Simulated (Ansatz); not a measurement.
**BrH2InO2: small, medium and large basis sets**

The task here is to estimate one member of a computed series from the others.

The runs use Ansatz 0.2.0, Gaussian basis; one geometry, several basis sets.

Plan: PBE0-D4/def2-SVP; ωB97M-V/def2-SVP; PBE0-D4/def2-QZVPP; ωB97M-V/def2-QZVPP; the functionals' def2-TZVPP values are taken from earlier runs.

### The relaxed structure

The geometry comes from an earlier relaxation with PBE0-D4 in a triple-zeta def2 set; it is a stationary point. In takes the def2 core potential; no spin-orbit term is included.

SMILES `[OH][In]([OH])[Br]`, 6 atoms, charge 0, spin multiplicity 1.

Atoms are counted from 1 here; the program's logs count them from 0.

Bond lengths: O1–In2 1.974 Å, O1–H5 0.961 Å, In2–O3 1.974 Å, In2–Br4 2.428 Å, O3–H6 0.961 Å. Angles: In2–O1–H5 112.8°, O1–In2–O3 121.8°, O1–In2–Br4 119.1°, O3–In2–Br4 119.1°, In2–O3–H6 112.8°.

The first run:

Input file in.yaml:

```yaml
crystal:
  periodic: [false, false, false]
  atoms:
    - {symbol: O, position_ang: [-1.068550, 1.306113, -0.506780]}
    - {symbol: In, position_ang: [-0.267668, -0.464965, -0.164058]}
    - {symbol: O, position_ang: [1.485561, -0.660731, 0.721059]}
    - {symbol: Br, position_ang: [-1.472485, -2.458034, -0.850356]}
    - {symbol: H, position_ang: [-0.513817, 2.030715, -0.206052]}
    - {symbol: H, position_ang: [1.878959, 0.182703, 0.959987]}
basis:
  gaussian: {orbitals: def2-SVP}
hamiltonian: {xc: pbe0, dispersion: d4}
output: {orbitals: {seedname: orbitals}}
```

Among the steps run: PBE0-D4 in def2-SVP; ωB97M-V in def2-SVP; PBE0-D4 in def2-QZVPP; ωB97M-V in def2-QZVPP.

One of the session's tables, all rows but one given; the rest of the session is left out.

It belongs to the step «Functionals by basis». 

```
functional       basis  HOMO (eV)  LUMO (eV)
   PBE0-D4    def2-SVP      -8.38      -2.06
   PBE0-D4  def2-TZVPP      -8.54      -2.27
   PBE0-D4  def2-QZVPP      -8.57      -2.34
   ωB97M-V    def2-SVP          ?          ?
   ωB97M-V  def2-TZVPP     -10.79      -0.39
   ωB97M-V  def2-QZVPP     -10.82      -0.58
```

Estimate the missing values for ωB97M-V, def2-SVP.

The run gave: HOMO (eV): -10.60; LUMO (eV): -0.08. In the column «HOMO (eV)» it lies between ωB97M-V, def2-TZVPP (-10.79) and PBE0-D4, def2-QZVPP (-8.57).
